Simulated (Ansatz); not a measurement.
# Ru: a line through a two-coordinate scan

Aim: follow the energy of Ru (P6_3/mmc, No. 194; 2 atoms in the cell) along one coordinate, c/a of the conventional cell, with the other held at volume per atom = 13.321 Å³.

Computed with Ansatz 0.2.0 (DFT PBEsol, scalar-relativistic, plane waves, PAW, unless a step's input says otherwise).

72 further runs of the same task are left out: 72 set aside as unsound or not needed.

## 1. The structure to begin with

It takes space group P6_3/mmc (No. 194, hexagonal). The conventional cell has a = 2.690 Å, b = 2.690 Å, c = 4.252 Å, α = 90.00°, β = 90.00°, γ = 120.00°. Ru (site symmetry -6m2) has 12 Ru at 2.63 to 2.69 Å as nearest neighbours.

As a file:

```xyz
2
Lattice="2.6897 0.0000 0.0000 -1.3448 2.3293 0.0000 0.0000 0.0000 4.2524" Properties=species:S:1:pos:R:3 pbc="T T T"
Ru    0.0000    1.5529    1.0631
Ru    1.3448    0.7764    3.1893
```

This cell was relaxed beforehand with the same method: volume 13.32 Å³/atom, gap on the mesh none (metal).

## 2. The scan

The energy is mapped over volume and the cell's shape.

- volume per atom: 11 values from 12.255 to 14.387 Å³
- c/a of the conventional cell: 11 values from 1.459 to 1.713

Nothing else is relaxed (symmetry fixes all fractional coordinates). Energies count from the relaxed crystal. Points are written as (first, second).

## 3. Grid point (13.321 Å³, 1.459)

input.yaml

```yaml
crystal:
  lattice:
    - [2.7625278427, 0.0, 0.0]
    - [-1.3812639213, 2.3924192905, 0.0]
    - [0.0, 0.0, 4.0310806281]
  atoms:
    - { symbol: Ru, position: [0.3333333333, 0.6666666667, 0.25] }
    - { symbol: Ru, position: [0.6666666667, 0.3333333333, 0.75] }
basis:
  ecutwfc: 420
kpoints:
  mp_grid: { grid: [21, 21, 12] }
hamiltonian:
  xc: pbesol
  pseudopotentials: { kind: paw, azcp: { folder: soft_1 } }
scf:
  occupations: { method: gaussian, width: 0.15 }
output:
  forces: true
  stress: true
  eigenvalues: true
```

Run with:

```
> ansatz run input.yaml --threads 1 --pin off --max-ram 2048MiB --backend cpu --events-out ev --progress --plain --runs-dir out
```

Further runs follow: the other points of the line.

**Question.** What will these runs give? Wanted: for each run, c/a of the conventional cell; energy; slope; pressure.

The runs gave:

```
c/a of the conventional cell  step  energy (meV/atom)  slope (meV/atom per unit)  pressure (GPa)
                       1.459     3                 81                      −1375            3.59
                       1.483     4                 52                      −1096            2.51
                       1.507     5                 29                       −813            1.61
                       1.531     –                 12                       −528            0.89
                       1.556     6                2.8                       −249            0.37
                       1.581     –                  0                         27            0.05
                       1.607     7                4.2                        298           −0.06
                       1.633     8                 15                        559            0.03
                       1.659     9                 33                        816            0.34
                       1.686    10                 59                       1068            0.87
                       1.713    11                 91                       1316            1.64
```

Energies count from the relaxed crystal. Rows without a step come from runs not printed here or follow by symmetry. Slopes come from the forces (and the stress, where the cell changes), not from differences of energies.

In words: The lowest point of the line is at 1.581, 0 meV/atom from the zero. Energies and slopes round the minimum, fitted together, put the minimum at 1.5785, with a curvature of about 11000 meV/atom per (unit)². The highest point computed, at 1.713, lies 91 meV/atom above the lowest. This is one cut through a surface in two coordinates; it holds the lowest point sampled, which need not be a minimum.
